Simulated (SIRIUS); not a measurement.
HPbNO4:

```
H Pb N O
1.0
     3.85707    0.00178   -0.03658
     0.17353    4.33436   -0.01647
     0.75803    0.83873    5.87662
H Pb N O
1 1 1 4
Direct
  0.61511 0.89559 0.19844
  0.64597 0.44651 0.91685
  0.71474 0.23810 0.50058
  0.16958 0.47007 0.77768
  0.62919 0.97045 0.49845
  0.56424 0.92583 0.03849
  0.78022 0.42250 0.31951
```

The cell was built by a generator and needn't be a form met in nature.

Program: SIRIUS 7.12.0. Alike in all runs: task single point; potentials or basis PseudoDojo 0.4.1 PBE standard (scalar relativistic); no spin polarisation; cell as given; cutoff (eV) 1152; smearing fermi-dirac 0.05 eV.

**Question.** Order these runs on this cell by their pressure, lowest first.
A. level LDA; k mesh 3 × 3 × 2; libxc names ["XC_LDA_X", "XC_LDA_C_PW"]; mesh quality coarse
B. level revPBE; k mesh 3 × 3 × 2; libxc names ["XC_GGA_X_PBE_R", "XC_GGA_C_PBE"]; mesh quality coarse
C. level KT2; k mesh 3 × 3 × 2; libxc names ["XC_GGA_XC_KT2"]; mesh quality coarse
D. level XLYP; k mesh 3 × 3 × 2; libxc names ["XC_GGA_XC_XLYP"]; mesh quality coarse
E. level PBE; k mesh 7 × 6 × 5; libxc names ["XC_GGA_X_PBE", "XC_GGA_C_PBE"]; mesh quality not flagged

**Answer.** C (-7.5 GPa), A (-4.6 GPa), E (0.3 GPa), B (2.1 GPa), D (4.3 GPa).

Caveats: some runs use coarse meshes; the potentials were made for another functional, which shifts forces and pressure (some runs).
